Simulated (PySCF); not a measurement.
# [Pm(SH)4]−: other functionals and bases at one geometry

The task here is to estimate one member of a computed series from the others.

Method: several levels, as the steps say, no spin–orbit coupling; program: PySCF 2.14.0.

1 further run of the same task is left out (for a known fault of the program).

**Where the work starts**

9 atoms, charge -1, spin multiplicity 1.

Bond lengths: Pm1–S2 2.721 Å, Pm1–S4 2.721 Å, Pm1–S6 2.721 Å, Pm1–S8 2.721 Å, S2–H3 1.355 Å, S4–H5 1.355 Å, S6–H7 1.355 Å, S8–H9 1.355 Å. Angles: S2–Pm1–S4 111.6°, S2–Pm1–S6 108.4°, S2–Pm1–S8 108.4°, S4–Pm1–S6 108.4°, S4–Pm1–S8 108.4°, S6–Pm1–S8 111.6°, Pm1–S2–H3 88.9°, Pm1–S4–H5 88.9°, Pm1–S6–H7 88.9°, Pm1–S8–H9 88.9°.

As a file:

```xyz
9
charge -1, multiplicity 1
Pm    0.00000    0.00000   -0.00006
S     1.70223    1.47120    1.52975
H     2.73155    1.01998    0.77305
S    -1.70223   -1.47120    1.52975
H    -2.73155   -1.01998    0.77305
S     1.47098   -1.70287   -1.52945
H     1.01726   -2.73124   -0.77331
S    -1.47098    1.70287   -1.52945
H    -1.01726    2.73124   -0.77331
```

Formal oxidation states: Pm +3. Each metal's 4 4f electrons lie in its core potential, so multiplicities, spins and levels count the valence alone. An earlier session relaxed this geometry at PBE0, Pm lcecp-1-SVP with ECP50, S def2-SVP, H def2-SVP (singlet, point group S4).

At PBE0 on the finer grid: E = -1628.520430 Eh, HOMO -3.07 eV, LUMO 2.87 eV, Mulliken charge on Pm1 +0.63 e, largest force component 0.006 eV/Å. 

Levels to run: B3LYP; TPSSh; PBE0, TZVP. Hardware: 2 threads of Intel Xeon 6975P-C (Granite Rapids), shared host.

The first run:

File run.py (the lines that set the calculation):

```python
mol = gto.M(atom='''
Pm     0.00000     0.00000    -0.00006
S      1.70223     1.47120     1.52975
H      2.73155     1.01998     0.77305
S     -1.70223    -1.47120     1.52975
H     -2.73155    -1.01998     0.77305
S      1.47098    -1.70287    -1.52945
H      1.01726    -2.73124    -0.77331
S     -1.47098     1.70287    -1.52945
H     -1.01726     2.73124    -0.77331''',
    basis={'Pm': 'lcecp-1-SVP', 'S': 'def2-SVP', 'H': 'def2-SVP'},
    ecp={'Pm': 'lcecp-1-SVP'},
    charge=-1, spin=0)
mf = dft.RKS(mol, xc='B3LYP')
mf.grids.atom_grid = (75, 302)  # f atoms: unpruned, at least (60, 302)
mf = mf.density_fit()  # fitting sets: Pm AutoAux, S def2-universal-JKFIT, H def2-universal-JKFIT
mf.conv_tol = 1e-08; mf.max_cycle = 55
mf.kernel(dm0)  # dm0: the density of the relaxed state
```

Command:

```bash
$ OMP_NUM_THREADS=2 python run.py
```

Among the steps run: B3LYP; TPSSh; PBE0, TZVP.

One of the session's tables, all rows but one given; the rest of the session is left out.

```
              level  HOMO (eV)  gap (eV)  charge on Pm1 (e)  largest force component (eV/Å)
PBE0 (relaxed here)      -3.07      5.94               0.63                            0.01
              B3LYP      -2.72      5.41               0.54                            0.14
              TPSSh          ?         ?                  ?                               ?
         PBE0, TZVP      -3.32      6.03               1.20                            0.17
```

**Question.** Estimate the row for TPSSh.

The run gave: HOMO (eV): -2.46; gap (eV): 5.15; charge on Pm1 (e): 0.67; largest force component (eV/Å): 0.10. In the column «HOMO (eV)» it is the highest.

In one basis the HOMO–LUMO gap runs from 5.15 eV (TPSSh) to 5.94 eV (PBE0). The largest leftover force, 0.17 eV/Å with PBE0, TZVP, stands at a geometry relaxed at another level. With 4f in the core, its levels are missing from HOMO and gap, and its count is fixed, so no charge can pass from the ligands into it. Total energies of different levels can't be compared.
